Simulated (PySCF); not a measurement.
# GaH₃: structure of the singlet

The task is one start of a wider search on GaH₃: the singlet, from a PBE0 minimum start. It is relaxed, tested by its Hessian and followed downhill if it is a saddle.

Method: PBE0, basis Ga def2-TZVP, H def2-TZVP, no relativity, density fitting; program: PySCF 2.14.0.

## (1) Where the work starts

4 atoms, charge 0, spin multiplicity 1.

Bond lengths: Ga1–H2 1.568 Å, Ga1–H3 1.568 Å, Ga1–H4 1.568 Å. Angles: H2–Ga1–H3 120.0°, H2–Ga1–H4 120.0°, H3–Ga1–H4 120.0°.

Z-matrix (Å, degrees; charge 0 multiplicity 1):
```
Ga
H  1 1.5685
H  1 1.5685 2 120.00
H  1 1.5685 2 120.00 3 180.00
```

## (2) Finding the electronic state

The steps below are one call of a driver around PySCF. For each, scf.py gives the equivalent set-up of the SCF; relaxations use the driver's own optimiser. After this first run the driver tries any further starts and a stability analysis.

Input file scf.py:

```python
from pyscf import gto, scf, dft
mol = gto.M(atom='''
Ga     0.000000    -0.000000    -0.000000
H      1.568474    -0.000000     0.000000
H     -0.784237     1.358339    -0.000000
H     -0.784237    -1.358338     0.000000''',
    basis={'Ga': 'def2-TZVP', 'H': 'def2-TZVP'},
    charge=0, spin=0)
mf = dft.RKS(mol, xc='PBE0')
mf.grids.atom_grid = (50, 194)
aux = {'Ga': 'def2-universal-JKFIT', 'H': 'def2-universal-JKFIT'}
mf = mf.density_fit(auxbasis=aux)
mf.conv_tol = 1e-08
mf.diis_space = 10
mf.max_cycle = 60
mf.init_guess = 'minao'
mf.verbose = 4
mf.kernel()
```

Launch:

```bash
$ OMP_NUM_THREADS=2 python axn.py task.json out
```

The log of the run:

```text
init E= -1925.678290369
  HOMO = -0.31639211199962  LUMO = -0.0824075925324186  gap/eV = 6.36704
cycle= 1 E= -1926.32249196351  delta_E= -0.644  |g|= 0.687  |ddm|= 1.39
  HOMO = -0.322643719955642  LUMO = -0.08415712784128  gap/eV = 6.48955
cycle= 2 E= -1926.29891478507  delta_E= 0.0236  |g|=  0.9  |ddm|= 0.648
  HOMO = -0.312130710900518  LUMO = -0.0666326821995122  gap/eV = 6.68034
cycle= 3 E= -1926.360520428  delta_E= -0.0616  |g|= 0.00887  |ddm|= 0.365
  HOMO = -0.315785008722716  LUMO = -0.0665694769421306  gap/eV = 6.78150
cycle= 4 E= -1926.36055280704  delta_E= -3.24e-05  |g|= 0.0035  |ddm|= 0.0163
  HOMO = -0.315922039188099  LUMO = -0.0670379173701861  gap/eV = 6.77248
cycle= 5 E= -1926.36055550301  delta_E= -2.7e-06  |g|= 0.000582  |ddm|= 0.00412
  HOMO = -0.31577217176363  LUMO = -0.0669256893376424  gap/eV = 6.77146
cycle= 6 E= -1926.3605555536  delta_E= -5.06e-08  |g|= 1.6e-05  |ddm|= 0.000493
  HOMO = -0.315776675039317  LUMO = -0.0669288829973977  gap/eV = 6.77149
cycle= 7 E= -1926.36055555367  delta_E= -6.23e-11  |g|= 6.18e-07  |ddm|= 2.98e-05
  HOMO = -0.31577684182297  LUMO = -0.0669290237765914  gap/eV = 6.77149
Extra cycle  E= -1926.36055555367  delta_E= -3.18e-12  |g|= 8.03e-07  |ddm|= 1.05e-06
converged SCF energy = -1926.36055555367
```

This step, with its further starts and checks, needed 2.5 s of wall time on 2 threads of Arm Neoverse N1, shared host.

The test of internal stability found no lower closed-shell solution.

## (3) PBE0 minimum start, singlet: relaxation

The program finds D3h symmetry in the start, which this walk keeps.

scf.py, as its differences from that of step 2:

```diff
@@ -3 +3 @@
-Ga     0.000000    -0.000000    -0.000000
+Ga     0.000000     0.000000     0.000000
@@ -5 +5 @@
-H     -0.784237     1.358339    -0.000000
+H     -0.784237     1.358338     0.000000
@@ -16 +15,0 @@
-mf.init_guess = 'minao'
```

Energy and gradient, step by step:

| step | energy (Eh) | change (kJ/mol) | largest symmetric gradient (Eh/bohr) |
| --- | --- | --- | --- |
| 0 | -1926.360556 | 0.00 | 0.00002 |

The walk took 0.8 s.

Geometry (Å) and forces (eV/Å) at some steps:

```
step 0
Ga   0.000   0.000   0.000   0.001   0.000   0.000
H    1.568   0.000   0.000   0.001   0.000   0.000
H   -0.784   1.358   0.000  -0.001   0.000   0.000
H   -0.784  -1.358   0.000  -0.001   0.000   0.000
```

End point (D3h, 0 steps, 0.0 kJ/mol gained): Ga–H 1.568 Å (×3); H–Ga–H 120.0° (×3).

## (4) Vibrations and properties at this point

The point is checked on the finer grid, and tightened if its gradient asks for it. The Hessian and the dipole derivatives come from central differences of analytic gradients, with steps of 0.02 bohr.

scf.py, as its differences from that of step 3:

```diff
@@ -3 +3 @@
-Ga     0.000000     0.000000     0.000000
+Ga     0.000000    -0.000000     0.000000
@@ -10 +10 @@
-mf.grids.atom_grid = (50, 194)
+mf.grids.atom_grid = (75, 302)
@@ -13 +13 @@
-mf.conv_tol = 1e-08
+mf.conv_tol = 1e-10
```

This SCF starts from the last density.

Log of the central SCF (cycles and frontier levels):

```text
init E= -1926.36048624798
  HOMO = -0.31577512006671  LUMO = -0.0669291506707985  gap/eV = 6.77144
cycle= 1 E= -1926.36048624798  delta_E= -5.23e-12  |g|= 8.98e-07  |ddm|= 6.18e-07
  HOMO = -0.315775074297277  LUMO = -0.0669291075190248  gap/eV = 6.77144
Extra cycle  E= -1926.36048624798  delta_E= 2.05e-12  |g|= 1.27e-06  |ddm|= 8.29e-07
converged SCF energy = -1926.36048624798
```

The whole step took 10 s.

Geometry: D3h; Ga–H 1.568 Å (×3); H–Ga–H 120.0° (×3).

Modes, for the most abundant isotopes:

| symmetry | ω (cm⁻¹) | IR (km/mol) | type |
| --- | --- | --- | --- |
| a2'' | 724 | 176 | bend |
| e' | 759 | 302 | bend |
| a1' | 1978 | 0.0 | stretch |
| e' | 1979 | 500 | stretch |

Every mode is real; the point is a minimum.

Constants and moments:

```
Dipole moment                                                   : 0.00 D
Highest occupied level                                          : -8.59 eV
Lowest empty level                                              : -1.82 eV
Rotational constants                                            : 4.533, 4.533, 2.266 cm⁻¹
Zero-point energy                                               : 48.9 kJ/mol
Principal polarisabilities                                      : 23.4, 34.3, 34.3 bohr³
Atomisation energy without zero-point energy                    : 801 kJ/mol
Principal traceless quadrupole moments about the centre of mass : -2.75, -2.75, 5.50 D Å
Entropy at 298.15 K and 1 bar                                   : 218.3 J/(mol K)
Heat capacity Cp at 298.15 K                                    : 42.7 J/(mol K)
Enthalpy at 298.15 K above 0 K                                  : 10.67 kJ/mol
Rotational symmetry number                                      : 6
```

Populations by atom (charges in e):

```json
{"atom": "Ga1", "Mulliken": "0.24", "Löwdin": "0.32", "polar tensor": "0.96", "Mayer order to Ga1": "–"}
{"atom": "H2,3,4", "Mulliken": "-0.08", "Löwdin": "-0.11", "polar tensor": "-0.32", "Mayer order to Ga1": "0.94"}
```

Mulliken populations on Ga1: s 7.27, p 13.41, d 10.06, f 0.01.

## (5) Results

```
                                 quantity                                        value
                                  minimum                                 singlet, D3h
                                 geometry        Ga–H 1.568 Å (×3); H–Ga–H 120.0° (×3)
                       wavenumbers (cm⁻¹)  724 (a2''), 759 (e'), 1978 (a1'), 1979 (e')
                            dipole moment                                       0.00 D
     highest occupied, lowest empty level                              -8.59, -1.82 eV
               polar-tensor charge of Ga1                                      +0.96 e
                        zero-point energy                                  48.9 kJ/mol
                      entropy at 298.15 K                              218.3 J/(mol K)
atomisation energy (no zero-point energy)                                   801 kJ/mol
```

The molecule stays D3h, as typed, and the end point is a minimum. The strongest infrared band lies at 1979 cm⁻¹ (e', stretch). Ga1 has a polar-tensor charge of +1.0 e (a dipole derivative, not a static charge), yet symmetry cancels the bond dipoles. Only this shape and spin were tried, so other structures or states may lie lower.

The search up to here took 14 s.
